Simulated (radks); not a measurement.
**Al in [Ne] 3s2 3p1: an all-electron calculation**

The task here is to estimate one member of a computed series from the others.

Method: scalar-relativistic Kohn-Sham, exchange-only B88, spin-unpolarised, spherical densities, finite nucleus. Code: radks (a radial shooting solver on a logarithmic mesh, Libxc functionals) version 1.

## The system

- element: aluminium (Z = 13)
- charge: 0
- electrons: 13
- configuration: [Ne] 3s2 3p1
- nuclear rms radius: 3.061 fm

The outer shells:

Al
```
[Ne] core
3s [↑↓]
3p [↑ ][  ][  ]
```

The first run:

Settings of this run:

```text
Z 13
configuration [Ne] 3s2 3p1 4s0 3d0
relativity scalar-relativistic
functional b88,
spin unpolarised
nucleus finite rms 3.061 fm
c 137.035999084
```

One table of the session follows, with a row left open; its other results are not shown here.

It belongs to the step «Radial structure». From the orbitals of this run (lengths in bohr):

```
level     <r>  outermost maximum (interpolated)  90 % within  nodes
   1s  0.1202                            0.0783        0.215      0
   2s       ?                                 ?            ?      ?
   2p  0.6040                             0.428         1.02      0
   3s   2.554                              2.08         3.94      2
   3p   3.605                              2.66         5.86      1
```

Q: Estimate the row for 2s from the others.

**Answer.** <r>: 0.6268; outermost maximum (interpolated): 0.496; 90 % within: 0.993; nodes: 1. In the column «<r>» it lies between 2p (0.6040) and 3s (2.554).

Limits of these values: Spin polarisation and multiplet splitting are left out.
